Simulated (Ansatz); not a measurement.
**La3ScAl8 (R3m): the equilibrium volume, part 1 of 2**

Aim: the volume at which the pressure of La3ScAl8 (R3m) vanishes.

Program: Ansatz 0.2.0. Level of theory: DFT PBEsol, scalar-relativistic, plane waves, PAW. These are calculated values, not measurements.

## 1. The starting structure

The structure is trigonal, space group R3m (No. 160). The conventional cell has a = 5.674 Å, b = 5.674 Å, c = 28.101 Å, α = 90.00°, β = 90.00°, γ = 120.00°. Al (site symmetry m) is surrounded by 6 Al at 2.81 to 2.89 Å. Around Al (site symmetry m) lie 6 Al at 2.82 to 2.91 Å. Around Al (site symmetry 3m) lie 6 Al at 2.81 to 2.82 Å. Al (site symmetry 3m) is surrounded by 6 Al at 2.89 to 2.91 Å. La (site symmetry 3m) is surrounded by 12 Al at 3.33 to 3.39 Å and 4 La at 3.48 to 3.54 Å. Around La (site symmetry 3m) lie 12 Al at 3.33 to 3.43 Å and 3 La at 3.48 Å and 1 Sc at 3.50 Å. La (site symmetry 3m) has 12 Al at 3.29 to 3.33 Å and 3 Sc at 3.47 Å and 1 La at 3.54 Å as nearest neighbours. Sc (site symmetry 3m) is surrounded by 12 Al at 3.29 to 3.33 Å and 4 La at 3.47 to 3.50 Å.

As a file:

```
CELL_PARAMETERS angstrom
2.83690 1.63788 9.36691
-2.83690 1.63788 9.36691
0.00000 -3.27577 9.36691
ATOMIC_POSITIONS crystal
Al 0.56402 0.56402 0.06531
Al 0.06143 0.06143 0.55807
Al 0.56402 0.06531 0.56402
Al 0.06143 0.55807 0.06143
Al 0.81207 0.81207 0.81207
Al 0.31299 0.31299 0.31299
Al 0.06531 0.56402 0.56402
Al 0.55807 0.06143 0.06143
La 0.62543 0.62543 0.62543
La 0.00068 0.00068 0.00068
La 0.49944 0.49944 0.49944
Sc 0.12510 0.12510 0.12510
```

## 2. At the starting volume (PBEsol, 6×6×6 mesh)

File input.yaml:

```yaml
crystal:
  lattice:
    - [2.83689675, 1.6378831, 9.36690887]
    - [-2.83689675, 1.6378831, 9.36690887]
    - [0.0, -3.27576621, 9.36690887]
  atoms:
    - { symbol: Al, position: [0.564021, 0.564021, 0.065306] }
    - { symbol: Al, position: [0.06143, 0.06143, 0.55807] }
    - { symbol: Al, position: [0.564021, 0.065306, 0.564021] }
    - { symbol: Al, position: [0.06143, 0.55807, 0.06143] }
    - { symbol: Al, position: [0.812074, 0.812074, 0.812074] }
    - { symbol: Al, position: [0.312991, 0.312991, 0.312991] }
    - { symbol: Al, position: [0.065306, 0.564021, 0.564021] }
    - { symbol: Al, position: [0.55807, 0.06143, 0.06143] }
    - { symbol: La, position: [0.625429, 0.625429, 0.625429] }
    - { symbol: La, position: [0.000685, 0.000685, 0.000685] }
    - { symbol: La, position: [0.499445, 0.499445, 0.499445] }
    - { symbol: Sc, position: [0.125097, 0.125097, 0.125097] }
basis:
  ecutwfc: 420
kpoints:
  mp_grid: { grid: [6, 6, 6] }
hamiltonian:
  xc: pbesol
scf:
  occupations: { method: gaussian, width: 0.1 }
output:
  forces: true
  stress: true
  eigenvalues: true
```

On the command line:

```sh
$ ansatz run input.yaml --threads 8 --pin off --max-ram 14336MiB --backend cpu --events-out ev --progress --plain --runs-dir out
```

Standard output:

```text
Warning: RAYON_NUM_THREADS=8 ignored (pool sized by the plan → 8); use --threads N
basis.fft_grid_basis auto: the FFT boxes are laid along the combinations [[1, 0, -1], [0, 1, -1], [0, 0, 1]] of the cell's own vectors, 5.674, 5.674 and 9.923 Å long. The dense box has 40×40×72 points. Along the cell's own vectors, as sized, it would have 72×72×72, 3.24 times as many. Of the 6 symmetry operations that the crystal satisfies within crystal.symmetry.tolerance (time reversal apart; of a slab, those that keep its plane) the dense box along the cell's own vectors carries 6, and the one as laid loses 4 of those. basis.fft_grid_basis: typed keeps the cell's own vectors: state it where this run's energies or levels are differenced outside the engine with another run's, or held beside a run that keeps those vectors.
Engine: ansatz 0.2.0, x86_64-unknown-linux-gnu
Pseudopotentials: kind: paw
Pseudopotential: Al, paw, valence charge 3, recommended cutoff 420 eV (normal), Al.paw.azcp
Pseudopotential: La, paw, valence charge 11, recommended cutoff 420 eV (normal), La.paw.azcp
Pseudopotential: Sc, paw, valence charge 11, recommended cutoff 420 eV (normal), Sc.paw.azcp
Functional definition: PBEsol
  exchange = pbesol_x
  correlation = pbesol_c
Crystal: 12 atoms, lattice volume = 261.140 Å³
Basis set: ecut = 420 eV, 5149 PW (Γ), FFT grids on a1−a3, a2−a3, a3, exchange–correlation on 80×80×144 points (8 copies of the dense FFT grid, shifted against one another)
Bands: 46, of which v1, the nominal top of the filled ones, is band 34 counted from 1 (33 counted from 0)
Symmetry: 6 space group operations
Space group: R3m (ITA 160), of the structure as read, at distance tolerance 6.4e-5 Å
k-points: 32 of 216 (time reversal used)
Non-local potential: Al, projectors of the file, l = 0: 2, l = 1: 2, l = 2: 1
Non-local potential: La, projectors of the file, l = 0: 3, l = 1: 2, l = 2: 2, l = 3: 3
Non-local potential: Sc, projectors of the file, l = 0: 3, l = 1: 2, l = 2: 3, l = 3: 1
PAW form: soft (Blöchl's): semilocal exchange-correlation on the pseudo side does not see the compensation charge
PAW frozen core: Al, regenerated for the run's functional, and the local potential with it (the file was generated under x = pbe(κ = 0.804, μ = 0.2195149727645171), c = pbe(β = 0.06672455060314922))
PAW frozen core: La, regenerated for the run's functional, and the local potential with it (the file was generated under x = pbe(κ = 0.804, μ = 0.2195149727645171), c = pbe(β = 0.06672455060314922))
PAW frozen core: Sc, regenerated for the run's functional, and the local potential with it (the file was generated under x = pbe(κ = 0.804, μ = 0.2195149727645171), c = pbe(β = 0.06672455060314922))
PAW one-centre angular grid: Al, 110 points (default); XC on 64 Gauss nodes
PAW one-centre angular grid: La, 590 points (default); XC on 64 Gauss nodes
PAW one-centre angular grid: Sc, 590 points (default); XC on 64 Gauss nodes
Initial density: superposition of atomic densities (neutral atoms: chi_scale 0, normalization atom), corrected by the library's trained network
Initial wavefunctions: pseudopotential atomic-orbital guess
Functional: x = pbesol(κ = 0.804, μ = 0.12345679012345678), c = pbesol(β = 0.046)
SCF iter   1: F=—  HF=-24797.124127 eV  |F-HF|=—  |Δ(HF+E_count)|=         —  Δρ=3.07e-3  dr2=1.38e-1  ethr=1.77e-3  ⟨swp⟩=7.5  Hψ=7921  notcnv=0
preconditioner: auto → Kerker (q_TF=auto, 2.180 Å⁻¹)  [metal: Δε(μ)=0.016 eV  Ē_g=8.669 eV  σ=0.100 eV  W_gap=0.09  n_scr=36 (ndim 8)  ℏωp=16.9 eV  f_vac=0.000  D(μ)=10.37/eV (n_scr^D=90)]
SCF iter   2: F=—  HF=-24797.118019 eV  |F-HF|=—  |Δ(HF+E_count)|=   6.11e-3  Δρ=1.73e-3  dr2=4.33e-2  ethr=2.02e-4  ⟨swp⟩=2.8  Hψ=1873  notcnv=0  defer=161
SCF iter   3: F=—  HF=-24797.115076 eV  |F-HF|=—  |Δ(HF+E_count)|=   2.94e-3  Δρ=3.34e-4  dr2=1.18e-3  ethr=6.37e-5  ⟨swp⟩=2.1  Hψ=1772  notcnv=0  defer=161
SCF iter   4: F=—  HF=-24797.114917 eV  |F-HF|=—  |Δ(HF+E_count)|=   1.59e-4  Δρ=1.27e-4  dr2=6.56e-5  ethr=1.73e-6  ⟨swp⟩=2.0  Hψ=2316  notcnv=0  defer=161
SCF iter   5: F=—  HF=-24797.115004 eV  |F-HF|=—  |Δ(HF+E_count)|=   8.68e-5  Δρ=4.13e-5  dr2=1.28e-5  ethr=9.64e-8  ⟨swp⟩=2.3  Hψ=2533  notcnv=0  defer=161
SCF iter   6: F=—  HF=-24797.115003 eV  |F-HF|=—  |Δ(HF+E_count)|=   1.67e-6  Δρ=8.61e-6  dr2=9.90e-7  ethr=1.89e-8  ⟨swp⟩=2.0  Hψ=1631  notcnv=0  defer=161
SCF iter   7: F=-24797.115002 eV  HF=-24797.115002 eV  |F-HF|=1.48e-8  |Δ(HF+E_count)|=   8.93e-8  Δρ=1.83e-6  dr2=1.81e-8  ethr=1.47e-10  ⟨swp⟩=15.5  Hψ=8272  notcnv=0
SCF 1 converged in 7 iterations: F = -24797.115002 eV  dr2 = 1.81e-8
SCF converged after 7 iterations
Free energy (F): -24797.115002 eV
Harris-Foulkes:  -24797.115002 eV  (|F-HF|=1.48e-8)
Internal energy: -24797.062826 eV  (E = F + TS)
E sigma→0 (E₀):  -24797.088914 eV
Entropy (-TS):   -0.052176 eV (-4.348 meV/atom)
Fermi energy:    9.326246 eV
--- Per-component energies (eV) ---
  E_band       = -231.141912
  E_kinetic    = 1017.875283
  E_local      = -2155.843001  (includes V_loc(G=0)·N_el)
  E_nonlocal   = 457.162499
  E_hartree    = 795.592074
  E_xc         = -832.564358
  E_vxc        = -802.284017  (∫ρ·V_xc dr)
  E_paw        = -20555.666598  (= ΣΔE_a)
  E_vpaw       = -339.233014  (= ΣTr[D̂ρ^β])
  E_aug_tail   = -0.000010  (compensation charges beyond the density's cutoff)
  E_ewald      = -3524.409381
  E_core_change = 0.790666  (= ΣΔE_core)
  E_smearing   = -0.052176  (= −TS)
  E_closure    = -0.000000  (closes the sum)
  Σ components = -24797.115002   (vs F -24797.115002, Δ=0.00e0)
--- Forces (eV/Å), atoms counted from 1 ---
  atom   1  Al     0.00000000    -0.02393419     0.01798105
  atom   2  Al     0.00000000    -0.03049171    -0.00616550
  atom   3  Al    -0.02072761     0.01196709     0.01798105
  atom   4  Al    -0.02640660     0.01524586    -0.00616550
  atom   5  Al     0.00000000    -0.00000000     0.00071220
  atom   6  Al     0.00000000    -0.00000000     0.02700157
  atom   7  Al     0.02072761     0.01196709     0.01798105
  atom   8  Al     0.02640660     0.01524586    -0.00616550
  atom   9  La     0.00000000     0.00000000    -0.00685168
  atom  10  La    -0.00000000     0.00000000    -0.06170988
  atom  11  La    -0.00000000    -0.00000000     0.01683849
  atom  12  Sc     0.00000000     0.00000000    -0.01144443
  max |Σ_I F_I| component: 7.08e-6 eV/Å
--- Stress (GPa, compression-positive) ---
       -2.568703       0.000000      -0.000000
        0.000000      -2.568703       0.000000
       -0.000000       0.000000      -3.257670
  P = ⅓ Tr σ = -2.7984 GPa (-27.984 kbar)
--- Band table (eV; the first three rows and the last of 32) ---
  k-point 0: bands = ["-40.3320", "-23.1830", "-22.9566", "-22.8531", "-19.0483", "-19.0414", "-19.0414", "-7.2910", "-7.2910", "-7.1486", "-6.8848", "-6.6936", "-6.6936", "-6.5335", "-6.5335", "-6.4932", "0.6930", "1.9822", "3.0519", "5.5861", "5.5861", "5.8192", "6.3461", "6.4643", "6.5324", "6.5324", "7.1738", "7.1738", "7.2482", "7.2791", "7.2791", "7.8245", "7.8245", "9.1312", "9.3535", "9.3535", "10.2979", "10.5961", "10.5961", "10.9750", "11.1812", "11.1812", "11.2505", "11.2587", "11.2755", "11.2968"]
  k-point 1: bands = ["-40.3320", "-23.1700", "-22.9694", "-22.8537", "-19.0485", "-19.0415", "-19.0411", "-7.3235", "-7.3199", "-7.1154", "-6.8957", "-6.7069", "-6.6950", "-6.5686", "-6.5035", "-6.4531", "0.8954", "2.0537", "3.0939", "4.8795", "5.0798", "5.5965", "6.0790", "6.2805", "6.7173", "7.0432", "7.1525", "7.2744", "7.6046", "7.7314", "7.8051", "7.9748", "8.2483", "8.7782", "9.4138", "9.6815", "10.0476", "10.5275", "10.6414", "10.7544", "11.0573", "11.0892", "11.1490", "11.1722", "11.3141", "11.3306"]
  k-point 2: bands = ["-40.3320", "-23.1366", "-23.0026", "-22.8547", "-19.0487", "-19.0416", "-19.0406", "-7.3720", "-7.3525", "-7.1188", "-6.8919", "-6.7314", "-6.6983", "-6.5858", "-6.4487", "-6.4173", "1.4238", "2.2581", "2.9673", "3.8407", "4.8293", "5.5306", "5.6194", "5.9932", "6.7041", "7.1538", "7.3468", "7.6849", "8.1208", "8.1283", "8.3918", "8.5729", "8.6422", "9.2566", "9.4684", "9.8083", "10.0615", "10.0957", "10.2736", "10.6456", "10.7533", "10.9574", "11.0061", "11.2022", "11.2094", "11.2722"]
  k-point 31: bands = ["-40.3320", "-23.1830", "-22.9566", "-22.8531", "-19.0483", "-19.0414", "-19.0414", "-7.2909", "-7.2909", "-7.1366", "-6.8907", "-6.6949", "-6.6949", "-6.5323", "-6.5323", "-6.5029", "1.1045", "1.2288", "4.2498", "4.3370", "5.8444", "5.8444", "5.9260", "5.9260", "6.3392", "6.5344", "7.2744", "7.2744", "7.6267", "7.6267", "8.4002", "8.4002", "8.5051", "8.5051", "8.6351", "8.7040", "10.3748", "10.5698", "10.8168", "10.8168", "10.9643", "11.0590", "11.0590", "11.2435", "11.2435", "11.2511"]
```

It took 4.7 s on 8 threads of Intel Xeon Platinum 8375C at 2.90GHz (Ice Lake), shared host; peak memory 1.1 GiB.

Result: volume 21.762 Å³/atom, pressure -2.80 GPa, a metal on this mesh.

(Continued in part 2 of 2.)
